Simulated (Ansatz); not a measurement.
Predict the output of the script below (the Python package of Ansatz (0.2.0)).

`drho_tipd3.py`:
```python
"""Density of TiPd3 less that of its sublattices."""

import warnings

import ansatz as az
import numpy as np

VECTORS = np.array([
    [3.82, 0.0, 0.0],
    [0.0, 3.82, 0.0],
    [0.0, 0.0, 3.82],
])
SITES = [
    ("Ti", (0.0, 0.0, 0.0)),
    ("Pd", (0.0, 0.5, 0.5)),
    ("Pd", (0.5, 0.0, 0.5)),
    ("Pd", (0.5, 0.5, 0.0)),
]


def crystal_on(cell):
    crystal = az.Crystal(lattice=az.Lattice.of(cell))
    for symbol, position in SITES:
        crystal = crystal.atom(symbol, position)
    return crystal


def main() -> None:
    warnings.simplefilter("ignore", az.DeckWarning)

    # one cutoff and one grid for all runs, so that the fields can be subtracted
    def solve(crystal):
        return (
            crystal.calculation()
            .functional("pbesol")
            .occupations("fermi_dirac")
            .basis(460, grid_basis="typed")
            .kpoints(6, 6, 6)
            .density()
            .run(threads=1)
        )


    whole = solve(crystal_on(VECTORS))
    difference = whole.density().channels[0].density_e_per_ang3.copy()
    binding = whole.report["free_energy_ev"]
    for element in ["Ti", "Pd"]:
        part = az.Crystal(lattice=az.Lattice.of(VECTORS))
        for symbol, position in SITES:
            if symbol == element:
                part = part.atom(symbol, position)
        alone = solve(part)
        difference -= alone.density().channels[0].density_e_per_ang3
        binding -= alone.report["free_energy_ev"]
        print(f"{element} sublattice: {alone.report['n_electrons']:g} electrons, {alone.report['n_iterations']} iterations")

    voxel = abs(np.linalg.det(VECTORS)) / difference.size
    print(f"energy of the crystal less its unpolarised sublattices: {binding / len(SITES):.4f} eV/atom")
    print(f"net charge of the difference {difference.sum() * voxel:.5f} e, charge moved {0.5 * np.abs(difference).sum() * voxel:.3f} e")
    print(f"extremes {difference.min():.4f} and {difference.max():.4f} e/A^3")
    for (symbol, position) in SITES:
        index = tuple(int(round(p * n)) % n for p, n in zip(position, difference.shape))
        print(f"  change of the pseudo-density at the grid point nearest {symbol}: {difference[index]:+.4f} e/A^3")
    profile = difference.mean(axis=(0, 1))
    print("planar mean along the third vector:", np.round(profile[:: max(len(profile) // 12, 1)], 4))


if __name__ == "__main__":
    main()
```

```console
$ python drho_tipd3.py
Ti sublattice: 12 electrons, 6 iterations
Pd sublattice: 54 electrons, 6 iterations
energy of the crystal less its unpolarised sublattices: -2.0422 eV/atom
net charge of the difference 0.00000 e, charge moved 0.755 e
extremes -0.3627 and 0.1166 e/A^3
  change of the pseudo-density at the grid point nearest Ti: -0.1324 e/A^3
  change of the pseudo-density at the grid point nearest Pd: -0.0181 e/A^3
  change of the pseudo-density at the grid point nearest Pd: -0.0181 e/A^3
  change of the pseudo-density at the grid point nearest Pd: -0.0181 e/A^3
planar mean along the third vector: [-0.0411  0.0041  0.0136  0.0145  0.0094 -0.0081 -0.0125 -0.0052 -0.0148
  0.0017  0.0138  0.0128  0.0156 -0.0244]
```

Spin is left out of this run. The mesh is modest for a metal, so energies can be off by several to tens of meV an atom and pressures by half a GPa or more; differences at equal mesh fare better. The fields are valence quantities on the plane-wave grid; their values near the nuclei depend on the potentials. The starting cell is as deposited in a crystallographic database; the results hold for this polymorph, which needn't be the stable one. Charge moved counts every rearrangement, bonding and polarisation too, and is no transfer between atoms; the bare sublattices are artificial references. Values near the nuclei depend on the potentials. Hardware and time: 5.7 s on 1 thread of Arm Neoverse V1 (shared host), peak memory 0.4 GiB.

(Lines on the test bed's own set-up are left out of the output.)
